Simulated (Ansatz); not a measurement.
**CH6BCl2N: a ladder of functionals and wavefunction methods**

The task here is to estimate one member of a computed series from the others.

Program: Ansatz 0.2.0, Gaussian basis. Level of theory: functionals in def2-TZVPP, the program's frozen cores in correlated methods. These are calculated values, not measurements.

Levels to be run: LDA (SPW92), PBE-D4, revPBE-D4, BLYP-D4, r2SCAN-D4, B97M-V, PBE0-D4, B3LYP-D4, r2SCANh-D4, r2SCAN0-D4, HSE06-D4, BHLYP-D4, CAM-B3LYP-D4, LC-ωPBE, ωB97X-V, ωB97M-V, B2PLYP, PBE-QIDH; CCSD(T)/def2-SVP; CCSD(T)/def2-TZVPP; MP2/def2-QZVPP; extrapolation to the limit; RPA on PBE.

## The geometry

All runs share one geometry, relaxed beforehand with PBE0-D4 in a triple-zeta def2 set.

SMILES `C[B-]([NH3+])(Cl)Cl`, 11 atoms, charge 0, spin multiplicity 1.

Atoms are counted from 1 here; the program's logs count them from 0.

Bond lengths: C1–B2 1.585 Å, C1–H6 1.092 Å, C1–H7 1.095 Å, C1–H8 1.095 Å, B2–N3 1.625 Å, B2–Cl4 1.853 Å, B2–Cl5 1.853 Å, N3–H9 1.017 Å, N3–H10 1.017 Å, N3–H11 1.017 Å. Angles: B2–C1–H6 109.7°, B2–C1–H7 112.3°, B2–C1–H8 112.3°, H6–C1–H7 106.9°, H6–C1–H8 106.9°, H7–C1–H8 108.4°, C1–B2–N3 109.8°, C1–B2–Cl4 113.8°, C1–B2–Cl5 113.8°, N3–B2–Cl4 103.0°, N3–B2–Cl5 103.0°, Cl4–B2–Cl5 112.2°, B2–N3–H9 109.0°, B2–N3–H10 110.6°, B2–N3–H11 110.6°, H9–N3–H10 108.6°, H9–N3–H11 108.6°, H10–N3–H11 109.6°.

Set-up of the first run:

File in.yaml:

```yaml
crystal:
  periodic: [false, false, false]
  atoms:
    - {symbol: C, position_ang: [-1.212377, 0.255358, 0.570848]}
    - {symbol: B, position_ang: [0.011033, 0.415546, -0.424828]}
    - {symbol: N, position_ang: [1.148017, -0.694845, -0.083508]}
    - {symbol: Cl, position_ang: [-0.410789, 0.052032, -2.192188]}
    - {symbol: Cl, position_ang: [0.922468, 2.018010, -0.237700]}
    - {symbol: H, position_ang: [-1.975204, 1.001631, 0.340542]}
    - {symbol: H, position_ang: [-0.920395, 0.409158, 1.615262]}
    - {symbol: H, position_ang: [-1.690512, -0.726450, 0.486297]}
    - {symbol: H, position_ang: [1.926261, -0.581347, -0.728665]}
    - {symbol: H, position_ang: [1.493502, -0.572180, 0.865018]}
    - {symbol: H, position_ang: [0.773294, -1.634114, -0.190578]}
basis:
  gaussian: {orbitals: def2-TZVPP}
hamiltonian: {xc: lda}
output: {orbitals: {seedname: orbitals}}
```

Steps of the session up to this table: LDA; PBE-D4 (GGA); revPBE-D4 (GGA); BLYP-D4 (GGA); r2SCAN-D4 (meta-GGA); B97M-V (meta-GGA); PBE0-D4 (hybrid); B3LYP-D4 (hybrid); r2SCANh-D4 (hybrid); r2SCAN0-D4 (hybrid); HSE06-D4 (hybrid); BHLYP-D4 (hybrid); CAM-B3LYP-D4 (range-separated); LC-ωPBE-D4 (range-separated; the results give it without D4); ωB97X-V (range-separated); ωB97M-V (range-separated); B2PLYP (double hybrid); PBE-QIDH (double hybrid).

One table of the session follows, with a row left open; its other results are not shown here.

It belongs to the step «Frontier levels by functional». 

| functional | HOMO (eV) | gap (eV) |
| --- | --- | --- |
| LDA (SPW92) | -6.58 | 5.44 |
| PBE-D4 | -6.45 | 5.43 |
| revPBE-D4 | -6.39 | 5.45 |
| BLYP-D4 | -6.29 | 5.23 |
| r2SCAN-D4 | -6.78 | 6.49 |
| B97M-V | -6.90 | 6.07 |
| PBE0-D4 | -7.83 | 7.64 |
| B3LYP-D4 | -7.55 | 6.99 |
| r2SCANh-D4 | -7.29 | 7.24 |
| r2SCAN0-D4 | -8.05 | 8.34 |
| HSE06-D4 | -7.42 | 6.87 |
| BHLYP-D4 | -9.07 | 9.46 |
| CAM-B3LYP-D4 | -9.19 | 9.74 |
| LC-ωPBE | ? | ? |
| ωB97X-V | -10.25 | 11.91 |
| ωB97M-V | -10.09 | 11.30 |

Estimate the missing values for LC-ωPBE.

As computed: HOMO (eV): -10.62; gap (eV): 12.50. In the column «HOMO (eV)» it is the lowest.
